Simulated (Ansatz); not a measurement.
# Sr (sc type): the cost of one run

Program: Ansatz 0.2.0. Level of theory: DFT LDA, with the methods named in each step. These are calculated values, not measurements.

This is Sr in the simple cubic structure; at room conditions it is fcc.

### Step 1. The structure to begin with

It takes space group Pm-3m (No. 221, cubic). Conventional cell: a = 3.645 Å, b = 3.645 Å, c = 3.645 Å, α = 90.00°, β = 90.00°, γ = 90.00°. Sr (site symmetry m-3m) has 6 Sr at 3.64 Å in its first shell of neighbours.

Coordinates:

```xyz
1
Lattice="3.6446 0.0000 0.0000 0.0000 3.6446 0.0000 0.0000 0.0000 3.6446" Properties=species:S:1:pos:R:3 pbc="T T T"
Sr    0.0000    0.0000    0.0000
```

Whether this phase is the stable one at these pressures isn't tested.

### Step 2. The reference volume, LAPW

Input file input.yaml:

```yaml
crystal:
  lattice:
    - [3.6446233508, 0.0, 0.0]
    - [0.0, 3.6446233508, 0.0]
    - [0.0, 0.0, 3.6446233508]
  atoms:
    - { symbol: Sr, position: [0.0, 0.0, 0.0] }
kpoints:
  mp_grid: { grid: [10, 10, 10] }
  band_path:
    path:
      - [0.0, 0.0, 0.0]
      - [0.0, 0.5, 0.0]
      - [0.5, 0.5, 0.0]
      - [0.0, 0.0, 0.0]
      - [0.5, 0.5, 0.5]
      - [0.0, 0.5, 0.0]
      - [0.5, 0.5, 0.5]
      - [0.5, 0.5, 0.0]
    npoints: 14
scf:
  occupations: { method: fermi_dirac, width: 0.05 }
hamiltonian:
  xc: lda
  pseudopotentials: { kind: all_electron, lapw: { basis_error: 0.001 } }
output:
  forces: true
  stress: true
  eigenvalues: true
  populations: true
  dos: { projected: true, de: 0.2, e_range: [-14, 8] }
```

The run is started by

```
ansatz run input.yaml --threads 1 --pin off --max-ram 2048MiB --backend cpu --events-out ev --progress --plain --runs-dir out
```

Q: Estimate wall time and peak memory on 1 thread of Intel Xeon 6975P-C (Granite Rapids), shared host.

About 2.7 s, with a peak of 0.27 GiB.
